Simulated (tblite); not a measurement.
# C16H16F20MgN2O10S4: the cost of one run

Computed with tblite 0.8.0 and PySCF 2.14.0 and routines of our own; the level stands in each step. Atoms count from 0.

## (1) The system as given

69 atoms, charge 0, multiplicity 1; geometry from: force field, distance geometry or constructed start.

## (2) Optimising the geometry with GFN2-xTB

The job: settings as JSON, then the geometry in Å.

```
{"job": {"kind": "relax", "xc": "GFN2-xTB", "basis": "xTB"}, "charge": 0, "multiplicity": 1}
C     -0.515400    -0.531500     4.143500
C     -1.958600    -0.565800     3.679100
C     -1.857500     0.072700     2.320400
O     -0.568400    -0.247400     1.789500
C      0.225300    -0.802000     2.860500
C      3.422600     2.011100    -1.399000
C      2.527500     2.143800    -2.602700
C      1.504400     1.063500    -2.338800
O      1.367800     0.950400    -0.916600
C      2.431500     1.684000    -0.299300
O      0.045200    -3.200100     1.113900
S      0.059500    -3.287000    -0.347900
O     -0.750700    -4.390100    -0.849800
N     -0.154700    -1.873200    -1.047300
S     -0.506100    -1.980200    -2.592200
O      0.118500    -3.088500    -3.311900
O     -0.374200    -0.701800    -3.292100
C     -2.306900    -2.300700    -2.524900
F     -2.742800    -2.679100    -1.281100
F     -2.986200    -1.118500    -2.751300
C     -2.716300    -3.307000    -3.579800
F     -2.407900    -2.919800    -4.845600
F     -4.073400    -3.455500    -3.571100
F     -2.223100    -4.559800    -3.407400
C      1.810500    -3.614800    -0.774800
F      2.613200    -3.290900     0.296700
F      2.281700    -2.819300    -1.786700
C      2.009400    -5.087900    -1.103100
F      3.340100    -5.335600    -1.331200
F      1.375600    -5.520500    -2.212000
F      1.669600    -5.917400    -0.086800
O     -3.600800     0.419500    -0.918400
S     -3.133600     1.800800    -1.067800
O     -4.121200     2.777700    -0.619300
N     -1.648500     2.006900    -0.532800
S     -1.256500     3.536800    -0.345700
O     -1.846400     4.476000    -1.296900
O      0.187800     3.731300    -0.178800
C     -1.964100     3.873300     1.309300
F     -2.871500     2.934300     1.720200
F     -0.969800     3.803800     2.267800
C     -2.574000     5.261800     1.354200
F     -1.688300     6.256300     1.061300
F     -3.017000     5.541200     2.617800
F     -3.661000     5.444700     0.556900
C     -2.886900     2.019300    -2.869500
F     -2.802100     0.781200    -3.475800
F     -1.689200     2.608600    -3.178900
C     -4.044700     2.786500    -3.476900
F     -3.888300     2.856900    -4.835200
F     -4.168400     4.060000    -3.063000
F     -5.240900     2.181700    -3.292700
Mg    -0.000400    -0.000400     0.000100
H     -0.279700     0.471700     4.511900
H     -0.289000    -1.252300     4.934400
H     -2.285700    -1.606400     3.588400
H     -2.640200    -0.056700     4.354200
H     -1.926100     1.173600     2.388900
H     -2.638100    -0.279300     1.638300
H      1.221400    -0.347300     2.843800
H      0.323500    -1.875400     2.677800
H      4.120200     1.171400    -1.540600
H      4.016500     2.908900    -1.185600
H      2.043200     3.129400    -2.594500
H      3.052600     2.022100    -3.551200
H      1.837800     0.092900    -2.716500
H      0.531600     1.290200    -2.789100
H      2.878400     1.087000     0.508300
H      2.004500     2.590600     0.127900
```

Launch:

```console
OMP_NUM_THREADS=8 python large_run.py task.json out
```

This one command runs all jobs of the session in turn.

**Question.** How long does this first job take on 8 threads of Arm Neoverse N1, shared host, and how much memory does it need?

About 33 s, with a peak of 0.19 GiB.
